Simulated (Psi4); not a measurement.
# SiSe (SMILES [Si][Se]) at wB97X/cc-pVTZ-DK (sfX2C, density fitting)

We compute a structure relaxation of SiSe. 

The calculation is run with Psi4 1.11.

1 further run of the same task is left out (set aside as unsound or not needed).

### Step 1. Starting point

SiSe has 2 atoms, charge 0, and is taken as a singlet. SMILES: `[Si][Se]`. Geometry: a GFN2-xTB relaxation, a rough one for these elements and not checked as a minimum. The run starts from this shape.

Bond lengths: Si1–Se2 2.125 Å.

### Step 2. A geometry optimisation at wB97X/cc-pVTZ-DK (sfX2C, density fitting)

calc.in reads:

```
memory 1600 MB

molecule geom {
  Si
  Se 1 R2

  R2 = 2.12453
  symmetry c1
  no_reorient
  no_com
}

set {
  basis                     cc-pVTZ-DK
  reference                 rks
  scf_type                  df
  geom_maxiter              60
  orbital_optimizer_package ooo
  puream                    true
  relativistic              x2c
}

e_tot, wfn = opt('wb97x', return_wfn=True)
```

The run is started by

```bash
$ psi4 calc.in calc.out -n 1
```

calc.out:

```text
[...]
  Running in c1 symmetry.
[...]
  Nuclear repulsion =  118.561918296715035
[...]
  Multiplicity = 1
[...]
  Nalpha       = 24
  Nbeta        = 24
[...]
    Number of basis functions: 77
[...]
    WARNING: The X2C and Dirac Hamiltonians have substatially different eigenvalues!
             This is probably caused by the recontraction of the basis set.
[...]
   @DF-RKS iter   1: -2719.22889511385074   -2.71923e+03   2.34681e-02 ADIIS+DIIS
[...]
    WARNING: The X2C and Dirac Hamiltonians have substatially different eigenvalues!
             This is probably caused by the recontraction of the basis set.
[...]
    WARNING: The X2C and Dirac Hamiltonians have substatially different eigenvalues!
             This is probably caused by the recontraction of the basis set.
[...]
   @DF-RKS iter  13: -2720.06818490517026   -8.64020e-12   4.80025e-09 Converged
[...]
    Orbital Energies [Eh]
    ---------------------
    Doubly Occupied:
       1A   -460.661152     2A    -66.341609     3A    -59.704801
       4A    -52.505754     5A    -52.505754     6A    -52.505085
       7A     -8.172277     8A     -5.905267     9A     -5.905267
      10A     -5.904057    11A     -5.453645    12A     -3.786014
      13A     -3.786014    14A     -3.779022    15A     -2.161819
      16A     -2.161803    17A     -2.161671    18A     -2.160942
      19A     -2.160942    20A     -0.834770    21A     -0.546980
      22A     -0.366946    23A     -0.366946    24A     -0.366374
[...]
  @DF-RKS Final Energy: -2720.06818490516571
   => Energetics <=
    Nuclear Repulsion Energy =            123.3300808763752769
    One-Electron Energy =               -4027.5181688252901040
    Two-Electron Energy =                1270.2808319901728282
    DFT Exchange-Correlation Energy =     -86.1609289464237520
    Empirical Dispersion Energy =           0.0000000000000000
    VV10 Nonlocal Energy =                  0.0000000000000000
    Total Energy =                      -2720.0681849051657082
[...]
 Multipole Moments:
 ------------------------------------------------------------------------------------
     Multipole            Electronic (a.u.)      Nuclear  (a.u.)        Total (a.u.)
 ------------------------------------------------------------------------------------
 L = 1.  Multiply by 2.5417464519 to convert [e a0] to [Debye]
 Dipole X            :         -0.0000000            0.0000000           -0.0000000
 Dipole Y            :         -0.0000000            0.0000000           -0.0000000
 Dipole Z            :          5.4194996           -5.9959475           -0.5764479
 Magnitude           :                                                    0.5764479
[...]
    Final optimized geometry and variables:
    Molecular point group: c1
    Full point group: C_inf_v
    Geometry (in Angstrom), charge = 0, multiplicity = 1:
    SI
    SE            1          R2
    R2        =    2.0429730851
    Psi4 run time: 0:01:32.98
[...]
```

Standard output:

```text
Optimizer: Optimization complete!
```

Wall time 94 s (1 thread of AMD EPYC 7B13 (Zen 3), shared host); peak memory 0.79 GiB.

Step by step:

```tsv
step	energy from the first frame kept (eV)	largest force (eV/Å)
0	0.0000	2.0140
1	-0.0861	0.1273
2	-0.0864	0.0196
3	-0.0864	0.0024
```

After the run. Bond lengths: Si1–Se2 2.043 Å.

### Step 3. Results

Level: wB97X/cc-pVTZ-DK (sfX2C, density fitting).

| quantity | value |
| --- | --- |
| total energy at the end | -2720.06819 Eh |
| dipole moment | 1.47 D |
| bond length | 2.043 Å |

In words: At the final geometry: Bond lengths: Si1–Se2 2.043 Å. The optimisation took 4 steps and changed the energy by -0.086 eV.
